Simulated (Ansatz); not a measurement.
**H10O2Si4: relaxing the atoms and phonons**

The task, for H10O2Si4: 2 runs in a chain (relaxing the atoms and phonons).

Program: Ansatz 0.2.0. Level of theory: DFT PBE, Gaussian basis def2-SVP. These are calculated values, not measurements.

## (1) The system as given

Bond lengths (14 of 15 bonds, heavy atoms first): Si1–Si2 2.244 Å, Si1–O3 1.727 Å, O3–Si4 1.721 Å, Si1–O5 1.727 Å, O5–Si6 1.724 Å, Si1–H7 1.473 Å, Si2–H8 1.470 Å, Si2–H9 1.470 Å, Si2–H10 1.470 Å, Si4–H11 1.472 Å, Si4–H12 1.470 Å, Si4–H13 1.471 Å, Si6–H14 1.470 Å, Si6–H15 1.471 Å. Angles (14 of 26 angles, heavy atoms first): Si2–Si1–O3 110.8°, Si2–Si1–O5 110.7°, O3–Si1–O5 110.8°, Si1–O3–Si4 145.0°, Si1–O5–Si6 145.0°, Si1–Si2–H8 109.8°, Si1–Si2–H9 109.3°, Si1–Si2–H10 109.5°, Si2–Si1–H7 107.1°, O3–Si1–H7 110.7°, O5–Si1–H7 106.6°, O3–Si4–H11 110.3°, O3–Si4–H12 109.0°, O3–Si4–H13 110.5°.

Coordinates:

```xyz
16

Si   -0.0245   -0.0996   -0.7432
Si   -0.0887    2.0444   -0.0848
O     0.7111   -1.0906    0.4649
Si    2.0250   -2.1463    0.8147
O    -1.6102   -0.6690   -1.1225
Si   -2.6354   -1.2626   -2.3745
H     0.7488   -0.1441   -1.9966
H    -0.7582    2.1448    1.2200
H    -0.8254    2.8363   -1.0805
H     1.2822    2.5616    0.0344
H     1.9757   -3.3290   -0.0598
H     1.9193   -2.5952    2.2106
H     3.3079   -1.4459    0.6476
H    -2.0889   -2.4976   -2.9564
H    -2.8175   -0.2425   -3.4191
H    -3.9539   -1.5719   -1.8028
```

## (2) Relaxing the atoms: H10O2Si4

input.yaml reads:

```yaml
crystal:
  periodic: [false, false, false]
  atoms:
    - { symbol: Si, position_ang: [-0.024451, -0.099596, -0.743183] }
    - { symbol: Si, position_ang: [-0.088701, 2.044411, -0.084752] }
    - { symbol: O, position_ang: [0.711071, -1.090649, 0.464872] }
    - { symbol: Si, position_ang: [2.024955, -2.146338, 0.814665] }
    - { symbol: O, position_ang: [-1.610235, -0.668986, -1.122451] }
    - { symbol: Si, position_ang: [-2.635368, -1.262611, -2.374544] }
    - { symbol: H, position_ang: [0.748822, -0.144137, -1.99664] }
    - { symbol: H, position_ang: [-0.758221, 2.144797, 1.219985] }
    - { symbol: H, position_ang: [-0.825369, 2.836273, -1.080546] }
    - { symbol: H, position_ang: [1.282238, 2.561564, 0.034354] }
    - { symbol: H, position_ang: [1.9757, -3.329004, -0.059785] }
    - { symbol: H, position_ang: [1.919279, -2.595151, 2.210594] }
    - { symbol: H, position_ang: [3.307945, -1.445867, 0.64762] }
    - { symbol: H, position_ang: [-2.088942, -2.497558, -2.956436] }
    - { symbol: H, position_ang: [-2.817475, -0.242509, -3.419061] }
    - { symbol: H, position_ang: [-3.953929, -1.57194, -1.802773] }
basis:
  gaussian: { orbitals: def2-SVP }
hamiltonian:
  xc: pbe
relax:
  f_tol: 0.002
  max_steps: 300
output:
  orbitals: {}
```

Run with:

```
$ ansatz run input.yaml --threads 4 --pin off --max-ram 8192MiB --backend cpu --events-out ev --progress --plain --runs-dir out
```

Standard output:

```text
Warning: RAYON_NUM_THREADS=4 ignored (pool sized by the plan → 4); use --threads N
The last accepted step is kept in <dir> (removed where the run ends without a failure and the disk answers)
Engine: ansatz 0.2.0, aarch64-unknown-linux-gnu
Functional definition: PBE
  parameter kappa = 0.804
  parameter beta = 0.06672455060314922
  exchange = pbe_x(kappa = kappa, mu = beta*pi^2/3)
  correlation = pbe_c(beta = beta)
1650 factors; their error is unknown
mean field evaluation 1: about -35726.3430 eV, gradient 7.3e1 eV
mean field evaluation 2: about -35665.6059 eV, gradient 1.8e2 eV
mean field evaluation 4: about -35736.1831 eV, gradient 6.7e0 eV
mean field evaluation 8: about -35736.3553 eV, gradient 3.7e-1 eV
mean field evaluation 16: about -35736.2224 eV, gradient 2.4e-4 eV
mean field -35736.22244221 eV, -1313.2819518695 hartree, gradient 5.5e-5 eV, S^2 0.000000; 0 other end points of the search recorded, 0 dependent functions left out
the calculation of the forces begins
reference -35736.22249737 eV, -1313.2819538966 hartree; 41, 41 occupied and 109, 109 virtual orbitals, 1650 factors
relax step   1: F+E_penalty+E_count = -35736.22244221 eV  Δ(F+E_penalty+E_count) = +0.000e0 eV  max|allowed force component| = 2.368e0 eV/Å  Δτ_max = 0.0000 Å  (27 SCF iters, accepted)
these checks for a lower state are left out or cut short: starts, cluster_reference, orbital_swaps, neighbouring_geometries, increment
1650 factors; their error is unknown
mean field -35736.51753753 eV, -1313.2927964225 hartree, gradient 7.3e-6 eV, S^2 0.000000; 0 other end points of the search recorded, 0 dependent functions left out
the calculation of the forces begins
reference -35736.51759268 eV, -1313.2927984492 hartree; 41, 41 occupied and 109, 109 virtual orbitals, 1650 factors
relax step   2: F+E_penalty+E_count = -35736.51753753 eV  Δ(F+E_penalty+E_count) = -2.951e-1 eV  max|allowed force component| = 8.732e-1 eV/Å  Δτ_max = 0.1954 Å  (29 SCF iters, accepted)
these checks for a lower state are left out or cut short: starts, cluster_reference, orbital_swaps, neighbouring_geometries, increment
1650 factors; their error is unknown
mean field evaluation 32: about -35736.5885 eV, gradient 2.6e-5 eV
mean field -35736.58846396 eV, -1313.2954029207 hartree, gradient 2.6e-5 eV, S^2 0.000000; 0 other end points of the search recorded, 0 dependent functions left out
the calculation of the forces begins
reference -35736.58851917 eV, -1313.2954049500 hartree; 41, 41 occupied and 109, 109 virtual orbitals, 1650 factors
relax step   3: F+E_penalty+E_count = -35736.58846396 eV  Δ(F+E_penalty+E_count) = -7.093e-2 eV  max|allowed force component| = 2.102e-1 eV/Å  Δτ_max = 0.0868 Å  (28 SCF iters, accepted)
[... from here on, the SCF cycles and remarks between the steps are left out ...]
relax step   4: F+E_penalty+E_count = -35736.59530476 eV  Δ(F+E_penalty+E_count) = -6.841e-3 eV  max|allowed force component| = 2.454e-1 eV/Å  Δτ_max = 0.0829 Å  (28 SCF iters, accepted)
relax step   5: F+E_penalty+E_count = -35736.60195197 eV  Δ(F+E_penalty+E_count) = -6.647e-3 eV  max|allowed force component| = 4.576e-2 eV/Å  Δτ_max = 0.0957 Å  (28 SCF iters, accepted)
relax step   6: F+E_penalty+E_count = -35736.60486561 eV  Δ(F+E_penalty+E_count) = -2.914e-3 eV  max|allowed force component| = 4.381e-2 eV/Å  Δτ_max = 0.0718 Å  (28 SCF iters, accepted)
relax step   7: F+E_penalty+E_count = -35736.60492272 eV  Δ(F+E_penalty+E_count) = -5.711e-5 eV  max|allowed force component| = 2.256e-1 eV/Å  Δτ_max = 0.1975 Å  (28 SCF iters, accepted)
relax step   8: F+E_penalty+E_count = -35736.60799838 eV  Δ(F+E_penalty+E_count) = -3.076e-3 eV  max|allowed force component| = 6.166e-2 eV/Å  Δτ_max = 0.0632 Å  (28 SCF iters, accepted)
relax step   9: F+E_penalty+E_count = -35736.60899046 eV  Δ(F+E_penalty+E_count) = -9.921e-4 eV  max|allowed force component| = 4.333e-2 eV/Å  Δτ_max = 0.0375 Å  (30 SCF iters, accepted)
relax step  10: F+E_penalty+E_count = -35736.61100152 eV  Δ(F+E_penalty+E_count) = -2.011e-3 eV  max|allowed force component| = 7.443e-2 eV/Å  Δτ_max = 0.1969 Å  (29 SCF iters, accepted)
relax step  11: F+E_penalty+E_count = -35736.61201994 eV  Δ(F+E_penalty+E_count) = -1.018e-3 eV  max|allowed force component| = 9.239e-2 eV/Å  Δτ_max = 0.1018 Å  (29 SCF iters, accepted)
relax step  12: F+E_penalty+E_count = -35736.61345070 eV  Δ(F+E_penalty+E_count) = -1.431e-3 eV  max|allowed force component| = 6.647e-2 eV/Å  Δτ_max = 0.0166 Å  (31 SCF iters, accepted)
relax step  13: F+E_penalty+E_count = -35736.61499227 eV  Δ(F+E_penalty+E_count) = -1.542e-3 eV  max|allowed force component| = 6.564e-3 eV/Å  Δτ_max = 0.0454 Å  (29 SCF iters, accepted)
relax step  14: F+E_penalty+E_count = -35736.61634008 eV  Δ(F+E_penalty+E_count) = -1.348e-3 eV  max|allowed force component| = 2.698e-2 eV/Å  Δτ_max = 0.1178 Å  (29 SCF iters, accepted)
relax step  15: F+E_penalty+E_count = -35736.61666146 eV  Δ(F+E_penalty+E_count) = -3.214e-4 eV  max|allowed force component| = 8.439e-2 eV/Å  Δτ_max = 0.1485 Å  (29 SCF iters, accepted)
relax step  16: F+E_penalty+E_count = -35736.61807532 eV  Δ(F+E_penalty+E_count) = -1.414e-3 eV  max|allowed force component| = 3.768e-2 eV/Å  Δτ_max = 0.0135 Å  (31 SCF iters, accepted)
relax step  17: F+E_penalty+E_count = -35736.61926383 eV  Δ(F+E_penalty+E_count) = -1.189e-3 eV  max|allowed force component| = 1.842e-2 eV/Å  Δτ_max = 0.0419 Å  (29 SCF iters, accepted)
relax step  18: F+E_penalty+E_count = -35736.62090302 eV  Δ(F+E_penalty+E_count) = -1.639e-3 eV  max|allowed force component| = 4.191e-2 eV/Å  Δτ_max = 0.1302 Å  (28 SCF iters, accepted)
relax step  19: F+E_penalty+E_count = -35736.62071368 eV  Δ(F+E_penalty+E_count) = +1.893e-4 eV  max|allowed force component| = 8.080e-2 eV/Å  Δτ_max = 0.0985 Å  (29 SCF iters, rejected (line search))
relax step  20: F+E_penalty+E_count = -35736.62215592 eV  Δ(F+E_penalty+E_count) = -1.253e-3 eV  max|allowed force component| = 3.095e-2 eV/Å  Δτ_max = 0.0486 Å  (29 SCF iters, accepted)
relax step  21: F+E_penalty+E_count = -35736.62358233 eV  Δ(F+E_penalty+E_count) = -1.426e-3 eV  max|allowed force component| = 4.268e-2 eV/Å  Δτ_max = 0.0977 Å  (28 SCF iters, accepted)
relax step  22: F+E_penalty+E_count = -35736.62336958 eV  Δ(F+E_penalty+E_count) = +2.127e-4 eV  max|allowed force component| = 9.558e-2 eV/Å  Δτ_max = 0.1067 Å  (28 SCF iters, rejected (line search))
relax step  23: F+E_penalty+E_count = -35736.62471078 eV  Δ(F+E_penalty+E_count) = -1.128e-3 eV  max|allowed force component| = 3.367e-2 eV/Å  Δτ_max = 0.0521 Å  (28 SCF iters, accepted)
relax step  24: F+E_penalty+E_count = -35736.62581000 eV  Δ(F+E_penalty+E_count) = -1.099e-3 eV  max|allowed force component| = 4.234e-2 eV/Å  Δτ_max = 0.0732 Å  (29 SCF iters, accepted)
relax step  25: F+E_penalty+E_count = -35736.62596122 eV  Δ(F+E_penalty+E_count) = -1.512e-4 eV  max|allowed force component| = 7.898e-2 eV/Å  Δτ_max = 0.0950 Å  (28 SCF iters, accepted)
relax step  26: F+E_penalty+E_count = -35736.62690050 eV  Δ(F+E_penalty+E_count) = -9.393e-4 eV  max|allowed force component| = 5.245e-2 eV/Å  Δτ_max = 0.0150 Å  (24 SCF iters, accepted)
relax step  27: F+E_penalty+E_count = -35736.62812621 eV  Δ(F+E_penalty+E_count) = -1.226e-3 eV  max|allowed force component| = 6.016e-3 eV/Å  Δτ_max = 0.0382 Å  (30 SCF iters, accepted)
relax step  28: F+E_penalty+E_count = -35736.62901298 eV  Δ(F+E_penalty+E_count) = -8.868e-4 eV  max|allowed force component| = 1.554e-2 eV/Å  Δτ_max = 0.0712 Å  (29 SCF iters, accepted)
relax step  29: F+E_penalty+E_count = -35736.62396976 eV  Δ(F+E_penalty+E_count) = +5.043e-3 eV  max|allowed force component| = 1.911e-1 eV/Å  Δτ_max = 0.1993 Å  (29 SCF iters, rejected (line search))
relax step  30: F+E_penalty+E_count = -35736.62864785 eV  Δ(F+E_penalty+E_count) = +3.651e-4 eV  max|allowed force component| = 1.127e-1 eV/Å  Δτ_max = 0.0056 Å  (31 SCF iters, rejected (line search))
relax step  31: F+E_penalty+E_count = -35736.62909175 eV  Δ(F+E_penalty+E_count) = -7.877e-5 eV  max|allowed force component| = 4.436e-3 eV/Å  Δτ_max = 0.0027 Å  (23 SCF iters, accepted)
relax step  32: F+E_penalty+E_count = -35736.62940743 eV  Δ(F+E_penalty+E_count) = -3.157e-4 eV  max|allowed force component| = 2.576e-3 eV/Å  Δτ_max = 0.0290 Å  (30 SCF iters, accepted)
relax step  33: F+E_penalty+E_count = -35736.62966276 eV  Δ(F+E_penalty+E_count) = -2.553e-4 eV  max|allowed force component| = 8.492e-2 eV/Å  Δτ_max = 0.1477 Å  (29 SCF iters, accepted)
relax step  34: F+E_penalty+E_count = -35736.63048517 eV  Δ(F+E_penalty+E_count) = -8.224e-4 eV  max|allowed force component| = 3.421e-2 eV/Å  Δτ_max = 0.0161 Å  (30 SCF iters, accepted)
relax step  35: F+E_penalty+E_count = -35736.63076040 eV  Δ(F+E_penalty+E_count) = -2.752e-4 eV  max|allowed force component| = 3.958e-3 eV/Å  Δτ_max = 0.0196 Å  (30 SCF iters, accepted)
relax step  36: F+E_penalty+E_count = -35736.63117701 eV  Δ(F+E_penalty+E_count) = -4.166e-4 eV  max|allowed force component| = 1.109e-2 eV/Å  Δτ_max = 0.0723 Å  (29 SCF iters, accepted)
relax step  37: F+E_penalty+E_count = -35736.62899165 eV  Δ(F+E_penalty+E_count) = +2.185e-3 eV  max|allowed force component| = 1.263e-1 eV/Å  Δτ_max = 0.1615 Å  (28 SCF iters, rejected (line search))
relax step  38: F+E_penalty+E_count = -35736.63047546 eV  Δ(F+E_penalty+E_count) = +7.015e-4 eV  max|allowed force component| = 8.814e-2 eV/Å  Δτ_max = 0.0075 Å  (30 SCF iters, rejected (line search))
relax step  39: F+E_penalty+E_count = -35736.63123178 eV  Δ(F+E_penalty+E_count) = -5.477e-5 eV  max|allowed force component| = 7.233e-3 eV/Å  Δτ_max = 0.0037 Å  (22 SCF iters, accepted)
relax step  40: F+E_penalty+E_count = -35736.63131565 eV  Δ(F+E_penalty+E_count) = -8.387e-5 eV  max|allowed force component| = 3.459e-3 eV/Å  Δτ_max = 0.0144 Å  (31 SCF iters, accepted)
relax step  41: F+E_penalty+E_count = -35736.63033392 eV  Δ(F+E_penalty+E_count) = +9.817e-4 eV  max|allowed force component| = 1.006e-1 eV/Å  Δτ_max = 0.1486 Å  (29 SCF iters, rejected (line search))
relax step  42: F+E_penalty+E_count = -35736.63158566 eV  Δ(F+E_penalty+E_count) = -2.700e-4 eV  max|allowed force component| = 2.476e-2 eV/Å  Δτ_max = 0.0728 Å  (29 SCF iters, accepted)
relax step  43: F+E_penalty+E_count = -35736.63163077 eV  Δ(F+E_penalty+E_count) = -4.511e-5 eV  max|allowed force component| = 3.454e-2 eV/Å  Δτ_max = 0.0434 Å  (29 SCF iters, accepted)
relax step  44: F+E_penalty+E_count = -35736.63174205 eV  Δ(F+E_penalty+E_count) = -1.113e-4 eV  max|allowed force component| = 2.664e-2 eV/Å  Δτ_max = 0.0025 Å  (22 SCF iters, accepted)
relax step  45: F+E_penalty+E_count = -35736.63184795 eV  Δ(F+E_penalty+E_count) = -1.059e-4 eV  max|allowed force component| = 2.618e-3 eV/Å  Δτ_max = 0.0097 Å  (24 SCF iters, accepted)
relax step  46: F+E_penalty+E_count = -35736.63194715 eV  Δ(F+E_penalty+E_count) = -9.920e-5 eV  max|allowed force component| = 9.167e-3 eV/Å  Δτ_max = 0.0389 Å  (29 SCF iters, accepted)
relax step  47: F+E_penalty+E_count = -35736.63193003 eV  Δ(F+E_penalty+E_count) = +1.712e-5 eV  max|allowed force component| = 3.059e-2 eV/Å  Δτ_max = 0.0782 Å  (29 SCF iters, rejected (line search))
relax step  48: F+E_penalty+E_count = -35736.63203835 eV  Δ(F+E_penalty+E_count) = -9.120e-5 eV  max|allowed force component| = 1.046e-2 eV/Å  Δτ_max = 0.0386 Å  (29 SCF iters, accepted)
relax step  49: F+E_penalty+E_count = -35736.63202374 eV  Δ(F+E_penalty+E_count) = +1.461e-5 eV  max|allowed force component| = 1.882e-2 eV/Å  Δτ_max = 0.0543 Å  (28 SCF iters, rejected (line search))
relax step  50: F+E_penalty+E_count = -35736.63208630 eV  Δ(F+E_penalty+E_count) = -4.795e-5 eV  max|allowed force component| = 7.274e-3 eV/Å  Δτ_max = 0.0267 Å  (30 SCF iters, accepted)
relax step  51: F+E_penalty+E_count = -35736.63209670 eV  Δ(F+E_penalty+E_count) = -1.040e-5 eV  max|allowed force component| = 8.343e-3 eV/Å  Δτ_max = 0.0374 Å  (30 SCF iters, accepted)
relax step  52: F+E_penalty+E_count = -35736.63211330 eV  Δ(F+E_penalty+E_count) = -1.660e-5 eV  max|allowed force component| = 7.927e-3 eV/Å  Δτ_max = 0.0056 Å  (23 SCF iters, accepted)
relax step  53: F+E_penalty+E_count = -35736.63212262 eV  Δ(F+E_penalty+E_count) = -9.322e-6 eV  max|allowed force component| = 4.759e-3 eV/Å  Δτ_max = 0.0051 Å  (23 SCF iters, accepted)
relax step  54: F+E_penalty+E_count = -35736.63212865 eV  Δ(F+E_penalty+E_count) = -6.032e-6 eV  max|allowed force component| = 3.542e-3 eV/Å  Δτ_max = 0.0014 Å  (22 SCF iters, accepted)
relax step  55: F+E_penalty+E_count = -35736.63214040 eV  Δ(F+E_penalty+E_count) = -1.175e-5 eV  max|allowed force component| = 1.677e-3 eV/Å  Δτ_max = 0.0042 Å  (24 SCF iters, accepted)
relax step  56: F+E_penalty+E_count = -35736.63215410 eV  Δ(F+E_penalty+E_count) = -1.370e-5 eV  max|allowed force component| = 3.654e-3 eV/Å  Δτ_max = 0.0117 Å  (31 SCF iters, accepted)
relax step  57: F+E_penalty+E_count = -35736.63216498 eV  Δ(F+E_penalty+E_count) = -1.088e-5 eV  max|allowed force component| = 4.529e-3 eV/Å  Δτ_max = 0.0223 Å  (30 SCF iters, accepted)
relax step  58: F+E_penalty+E_count = -35736.63216815 eV  Δ(F+E_penalty+E_count) = -3.170e-6 eV  max|allowed force component| = 2.982e-3 eV/Å  Δτ_max = 0.0031 Å  (23 SCF iters, accepted)
relax step  59: F+E_penalty+E_count = -35736.63217002 eV  Δ(F+E_penalty+E_count) = -1.865e-6 eV  max|allowed force component| = 2.152e-3 eV/Å  Δτ_max = 0.0024 Å  (22 SCF iters, accepted)
relax step  60: F+E_penalty+E_count = -35736.63217157 eV  Δ(F+E_penalty+E_count) = -1.556e-6 eV  max|allowed force component| = 2.077e-3 eV/Å  Δτ_max = 0.0016 Å  (22 SCF iters, accepted)
relax step  61: F+E_penalty+E_count = -35736.63217316 eV  Δ(F+E_penalty+E_count) = -1.590e-6 eV  max|allowed force component| = 1.152e-3 eV/Å  Δτ_max = 0.0023 Å  (22 SCF iters, accepted)
relax step  62: F+E_penalty+E_count = -35736.63217557 eV  Δ(F+E_penalty+E_count) = -2.408e-6 eV  max|allowed force component| = 1.550e-3 eV/Å  Δτ_max = 0.0037 Å  (23 SCF iters, accepted)
these checks for a lower state are left out or cut short: starts, cluster_reference, orbital_swaps, neighbouring_geometries, increment
1650 factors; their error is unknown
mean field -35736.63217772 eV, -1313.2970093720 hartree, gradient 1.6e-5 eV, S^2 0.000000; 0 other end points of the search recorded, 0 dependent functions left out
the calculation of the forces begins
reference -35736.63223100 eV, -1313.2970113300 hartree; 41, 41 occupied and 109, 109 virtual orbitals, 1650 factors
relax step  63: F+E_penalty+E_count = -35736.63217772 eV  Δ(F+E_penalty+E_count) = -2.151e-6 eV  max|allowed force component| = 1.957e-3 eV/Å  Δτ_max = 0.0053 Å  (23 SCF iters, accepted)
1650 factors; their error is unknown
mean field evaluation 448: about -35736.7670 eV, gradient 7.0e-2 eV
mean field -35736.63217772 eV, -1313.2970093720 hartree, gradient 1.6e-5 eV, S^2 0.000000; 1 other end points of the search recorded, 0 dependent functions left out
the calculation of the forces begins
reference -35736.63223100 eV, -1313.2970113300 hartree; 41, 41 occupied and 109, 109 virtual orbitals, 1650 factors
Total energy: -35736.63223100 eV, -1313.2970113300 hartree
Atom 0 at     0.146180     0.121145    -0.961648 Å, force     0.001957    -0.001624     0.000755 eV/Å
Atom 1 at     0.078238     2.354020    -0.234100 Å, force    -0.000481     0.001182     0.000143 eV/Å
Atom 2 at     0.845538    -0.776800     0.263938 Å, force    -0.001541     0.000296    -0.001372 eV/Å
Atom 3 at     1.571111    -2.239548     0.646749 Å, force     0.000458    -0.000487     0.000090 eV/Å
Atom 4 at    -1.432390    -0.364158    -1.225956 Å, force    -0.001720     0.000082     0.000739 eV/Å
Atom 5 at    -2.410071    -1.499563    -1.979215 Å, force     0.001007     0.000088     0.000093 eV/Å
Atom 6 at     0.934776    -0.101382    -2.230176 Å, force     0.000357    -0.000027     0.000091 eV/Å
Atom 7 at    -0.734407     2.453809     1.028766 Å, force     0.000086    -0.000598    -0.000161 eV/Å
Atom 8 at    -0.548093     3.230054    -1.286982 Å, force    -0.000236    -0.000101    -0.000135 eV/Å
Atom 9 at     1.470358     2.858479     0.041091 Å, force     0.000127    -0.000133    -0.000218 eV/Å
Atom 10 at     2.308272    -2.790101    -0.546743 Å, force    -0.000515     0.000473     0.000497 eV/Å
Atom 11 at     0.529696    -3.233987     1.081245 Å, force     0.000726     0.000576    -0.000187 eV/Å
Atom 12 at     2.538549    -2.007401     1.770179 Å, force    -0.000537    -0.000321    -0.000468 eV/Å
Atom 13 at    -1.755039    -2.005494    -3.238475 Å, force    -0.000327     0.000044     0.000348 eV/Å
Atom 14 at    -3.716965    -0.846217    -2.321433 Å, force     0.000597    -0.000040     0.000012 eV/Å
Atom 15 at    -2.658434    -2.660157    -1.055321 Å, force     0.000041     0.000588    -0.000225 eV/Å
Dipole moment:     0.034411    -0.152445    -0.099020 e Å
```

Run time: 2.5 min. Hardware: 4 threads of Arm Neoverse V1, shared host; peak memory 0.22 GiB.

The steps of the relaxation:

| step | E - E(step 1) (eV) | largest force component (eV/Å) |
| --- | --- | --- |
| 1 | 0.0000 | 2.3676 |
| 2 | -0.2951 | 0.8732 |
| 3 | -0.3660 | 0.2102 |
| 4 | -0.3729 | 0.2454 |
| 5 | -0.3795 | 0.0458 |
| 6 | -0.3824 | 0.0438 |
| 7 | -0.3825 | 0.2256 |
| 8 | -0.3856 | 0.0617 |
| 9 | -0.3865 | 0.0433 |
| 10 | -0.3886 | 0.0744 |
| 11 | -0.3896 | 0.0924 |
| 12 | -0.3910 | 0.0665 |
| 13 | -0.3926 | 0.0066 |
| 14 | -0.3939 | 0.0270 |
| 15 | -0.3942 | 0.0844 |
| 16 | -0.3956 | 0.0377 |
| 17 | -0.3968 | 0.0184 |
| 18 | -0.3985 | 0.0419 |
| 19 | -0.3983 | 0.0808 |
| 20 | -0.3997 | 0.0310 |
| 21 | -0.4011 | 0.0427 |
| 22 | -0.4009 | 0.0956 |
| 23 | -0.4023 | 0.0337 |
| 24 | -0.4034 | 0.0423 |
| 25 | -0.4035 | 0.0790 |
| 26 | -0.4045 | 0.0524 |
| 27 | -0.4057 | 0.0060 |
| 28 | -0.4066 | 0.0155 |
| 29 | -0.4015 | 0.1911 |
| 30 | -0.4062 | 0.1127 |
| 31 | -0.4067 | 0.0044 |
| 32 | -0.4070 | 0.0026 |
| 33 | -0.4072 | 0.0849 |
| 34 | -0.4080 | 0.0342 |
| 35 | -0.4083 | 0.0040 |
| 36 | -0.4087 | 0.0111 |
| 37 | -0.4065 | 0.1263 |
| 38 | -0.4080 | 0.0881 |
| 39 | -0.4088 | 0.0072 |
| 40 | -0.4089 | 0.0035 |
| 41 | -0.4079 | 0.1006 |
| 42 | -0.4091 | 0.0248 |
| 43 | -0.4092 | 0.0345 |
| 44 | -0.4093 | 0.0266 |
| 45 | -0.4094 | 0.0026 |
| 46 | -0.4095 | 0.0092 |
| 47 | -0.4095 | 0.0306 |
| 48 | -0.4096 | 0.0105 |
| 49 | -0.4096 | 0.0188 |
| 50 | -0.4096 | 0.0073 |
| 51 | -0.4097 | 0.0083 |
| 52 | -0.4097 | 0.0079 |
| 53 | -0.4097 | 0.0048 |
| 54 | -0.4097 | 0.0035 |
| 55 | -0.4097 | 0.0017 |
| 56 | -0.4097 | 0.0037 |
| 57 | -0.4097 | 0.0045 |
| 58 | -0.4097 | 0.0030 |
| 59 | -0.4097 | 0.0022 |
| 60 | -0.4097 | 0.0021 |
| 61 | -0.4097 | 0.0012 |
| 62 | -0.4097 | 0.0015 |
| 63 | -0.4097 | 0.0020 |

Step 1 is the start. Steps 19, 22, 29, 30, 37, 38, 41, 47 and more were tried and not accepted.

Before: Bond lengths (14 of 15 bonds, heavy atoms first): Si1–Si2 2.244 Å, Si1–O3 1.727 Å, O3–Si4 1.721 Å, Si1–O5 1.727 Å, O5–Si6 1.724 Å, Si1–H7 1.473 Å, Si2–H8 1.470 Å, Si2–H9 1.470 Å, Si2–H10 1.470 Å, Si4–H11 1.472 Å, Si4–H12 1.470 Å, Si4–H13 1.471 Å, Si6–H14 1.470 Å, Si6–H15 1.471 Å. Angles (14 of 26 angles, heavy atoms first): Si2–Si1–O3 110.8°, Si2–Si1–O5 110.7°, O3–Si1–O5 110.8°, Si1–O3–Si4 145.0°, Si1–O5–Si6 145.0°, Si1–Si2–H8 109.8°, Si1–Si2–H9 109.3°, Si1–Si2–H10 109.5°, Si2–Si1–H7 107.1°, O3–Si1–H7 110.7°, O5–Si1–H7 106.6°, O3–Si4–H11 110.3°, O3–Si4–H12 109.0°, O3–Si4–H13 110.5°.

After: Bond lengths (14 of 15 bonds, heavy atoms first): Si1–Si2 2.349 Å, Si1–O3 1.673 Å, O3–Si4 1.677 Å, Si1–O5 1.673 Å, O5–Si6 1.677 Å, Si1–H7 1.510 Å, Si2–H8 1.505 Å, Si2–H9 1.506 Å, Si2–H10 1.506 Å, Si4–H11 1.507 Å, Si4–H12 1.504 Å, Si4–H13 1.501 Å, Si6–H14 1.507 Å, Si6–H15 1.501 Å. Angles (14 of 26 angles, heavy atoms first): Si2–Si1–O3 107.2°, Si2–Si1–O5 107.3°, O3–Si1–O5 110.8°, Si1–O3–Si4 144.7°, Si1–O5–Si6 144.9°, Si1–Si2–H8 109.8°, Si1–Si2–H9 110.4°, Si1–Si2–H10 110.4°, Si2–Si1–H7 114.5°, O3–Si1–H7 108.5°, O5–Si1–H7 108.5°, O3–Si4–H11 110.5°, O3–Si4–H12 110.1°, O3–Si4–H13 108.4°.

[end of part 1 of 2]
